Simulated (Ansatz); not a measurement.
**WO₃: energies up the ladder**

The task here is to estimate one member of a computed series from the others.

Program: Ansatz 0.2.0. Level of theory: the levels named in each step. These are calculated values, not measurements.

## The starting structure

Bond lengths: O1–W2 1.734 Å, W2–O3 1.734 Å, W2–O4 1.734 Å. Angles: O1–W2–O3 116.3°, O1–W2–O4 116.3°, O3–W2–O4 116.3°.

Structure file:

```xyz
4

O    -0.5365    1.6174   -0.2444
W     0.0006   -0.0008    0.0698
O    -1.1336   -1.2669   -0.2711
O     1.6628   -0.3416   -0.2862
```

Set-up of the first run:

input.yaml reads:

```yaml
crystal:
  periodic: [false, false, false]
  atoms:
    - { symbol: O, position_ang: [-0.53649, 1.6174, -0.24443] }
    - { symbol: W, position_ang: [0.00062, -0.00079, 0.06978] }
    - { symbol: O, position_ang: [-1.13361, -1.26687, -0.2711] }
    - { symbol: O, position_ang: [1.6628, -0.3416, -0.28623] }
basis:
  gaussian: { orbitals: def2-SVPD }
hamiltonian:
  xc: pbe
  dispersion: d4
relax:
  f_tol: 0.03
  max_steps: 200
```

The run is started by

```bash
$ ansatz run input.yaml --threads 4 --pin off --max-ram 10240MiB --backend cpu --events-out ev --progress --plain --runs-dir out
```

Among the steps run: A rough first relaxation, PBE-D4/def2-SVPD; Relaxation, PBE0-D4/def2-TZVPPD; Frequencies, PBE0-D4/def2-TZVPPD; Single point, PBE-D4/def2-TZVPPD; Single point, r2SCAN-D4/def2-TZVPPD; Single point, B3LYP-D4/def2-TZVPPD; Single point, wB97M-V/def2-TZVPPD; Single point, B2PLYP/def2-TZVPPD; Single point, LDA/def2-TZVPPD; Single point, PBE0-D4/def2-SVPD; Single point, PBE-D4/def2-SVPD; The anion of multiplicity 2 at the same geometry, PBE0-D4/def2-TZVPPD; The anion of multiplicity 2 at the same geometry, PBE-D4/def2-TZVPPD; The anion of multiplicity 2 at the same geometry, r2SCAN-D4/def2-TZVPPD; The anion of multiplicity 2 at the same geometry, B3LYP-D4/def2-TZVPPD; The anion of multiplicity 2 at the same geometry, wB97M-V/def2-TZVPPD; The anion of multiplicity 2 at the same geometry, B2PLYP/def2-TZVPPD.

One of the session's tables, all rows but one given; the rest of the session is left out.

It belongs to the step «Vertical electron affinity». 

```
                level  vertical electron affinity (eV)  from B2PLYP/def2-TZVPPD (eV)
   PBE-D4/def2-TZVPPD                                ?                             ?
r2SCAN-D4/def2-TZVPPD                            3.066                        +0.184
 B3LYP-D4/def2-TZVPPD                            3.180                        +0.297
  wB97M-V/def2-TZVPPD                            3.204                        +0.321
   B2PLYP/def2-TZVPPD                            2.883                        -0.000
```

Estimate the missing values for PBE-D4/def2-TZVPPD.

The run gave: vertical electron affinity (eV): 2.866; from B2PLYP/def2-TZVPPD (eV): -0.016. In the column «vertical electron affinity (eV)» it is the lowest.
